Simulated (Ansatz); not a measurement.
# CH7Cl2NSi2: up Jacob's ladder to CCSD(T)

The task here is to estimate one member of a computed series from the others.

Method: functionals in def2-TZVPP, the program's frozen cores in correlated methods; program: Ansatz 0.2.0, Gaussian basis.

The runs, in order: PBE-D4, r2SCAN-D4, PBE0-D4, B3LYP-D4, ωB97X-V, ωB97M-V, B2PLYP; CCSD(T)/def2-TZVPP; MP2/def2-QZVPP; extrapolation to the limit.

### The relaxed structure

All runs share one geometry, relaxed beforehand with PBE0-D4 in a triple-zeta def2 set.

SMILES `C[SiH](Cl)N[SiH2]Cl`, 13 atoms, charge 0, spin multiplicity 1.

Atoms are counted from 1 here; the program's logs count them from 0.

Bond lengths: C1–Si2 1.851 Å, C1–H7 1.093 Å, C1–H8 1.092 Å, C1–H9 1.092 Å, Si2–Cl3 2.068 Å, Si2–N4 1.722 Å, Si2–H10 1.481 Å, N4–Si5 1.711 Å, N4–H11 1.011 Å, Si5–Cl6 2.064 Å, Si5–H12 1.479 Å, Si5–H13 1.478 Å. Angles: Si2–C1–H7 110.6°, Si2–C1–H8 111.2°, Si2–C1–H9 109.8°, H7–C1–H8 108.6°, H7–C1–H9 108.7°, H8–C1–H9 107.8°, C1–Si2–Cl3 108.4°, C1–Si2–N4 110.4°, C1–Si2–H10 113.5°, Cl3–Si2–N4 110.7°, Cl3–Si2–H10 105.2°, N4–Si2–H10 108.6°, Si2–N4–Si5 129.1°, Si2–N4–H11 115.6°, Si5–N4–H11 115.3°, N4–Si5–Cl6 112.4°, N4–Si5–H12 109.2°, N4–Si5–H13 110.0° and more.

Set-up of the first run:

in.yaml reads:

```yaml
crystal:
  periodic: [false, false, false]
  atoms:
    - {symbol: C, position_ang: [-1.409606, 0.100251, -1.067553]}
    - {symbol: Si, position_ang: [-1.062745, 0.132308, 0.750237]}
    - {symbol: Cl, position_ang: [-1.912156, -1.547772, 1.605842]}
    - {symbol: N, position_ang: [0.634919, 0.168640, 1.037311]}
    - {symbol: Si, position_ang: [1.916981, -0.258984, -0.012217]}
    - {symbol: Cl, position_ang: [2.436317, 1.278412, -1.287237]}
    - {symbol: H, position_ang: [-0.982920, 0.979702, -1.556097]}
    - {symbol: H, position_ang: [-0.991017, -0.794180, -1.534099]}
    - {symbol: H, position_ang: [-2.487969, 0.093469, -1.238982]}
    - {symbol: H, position_ang: [-1.684049, 1.280201, 1.449357]}
    - {symbol: H, position_ang: [0.916577, 0.518912, 1.942643]}
    - {symbol: H, position_ang: [3.119517, -0.568630, 0.790448]}
    - {symbol: H, position_ang: [1.506151, -1.382318, -0.879645]}
basis:
  gaussian: {orbitals: def2-TZVPP}
hamiltonian: {xc: pbe, dispersion: d4}
output: {forces: true, orbitals: {seedname: orbitals}}
```

Launch:

```sh
> ansatz run in.yaml --threads 2 --pin off --events-out ev --progress --plain --max-ram 22528MiB --backend cuda --devices 0, --max-vram 18GiB
```

Steps of the session up to this table: PBE-D4 (GGA); r2SCAN-D4 (meta-GGA); PBE0-D4 (hybrid); B3LYP-D4 (hybrid); ωB97X-V (range-separated); ωB97M-V (range-separated); B2PLYP (double hybrid); CCSD(T) in def2-TZVPP; MP2 in def2-QZVPP.

One of the session's tables, all rows but one given; the rest of the session is left out.

```
            method  atomisation energy (kcal/mol)
            PBE-D4                         1092.8
         r2SCAN-D4                         1088.2
           PBE0-D4                         1083.7
          B3LYP-D4                         1084.1
           ωB97X-V                         1094.8
           ωB97M-V                         1093.7
            B2PLYP                              ?
     HF/def2-TZVPP                          810.0
    MP2/def2-TZVPP                         1071.7
   CCSD/def2-TZVPP                         1042.3
CCSD(T)/def2-TZVPP                         1056.7
           MP2/CBS                         1104.5
       CCSD(T)/CBS                         1089.4
```

Estimate the missing values for B2PLYP.

The run gave: atomisation energy (kcal/mol): 1071.2. In the column «atomisation energy (kcal/mol)» it lies between CCSD(T)/def2-TZVPP (1056.7) and MP2/def2-TZVPP (1071.7).
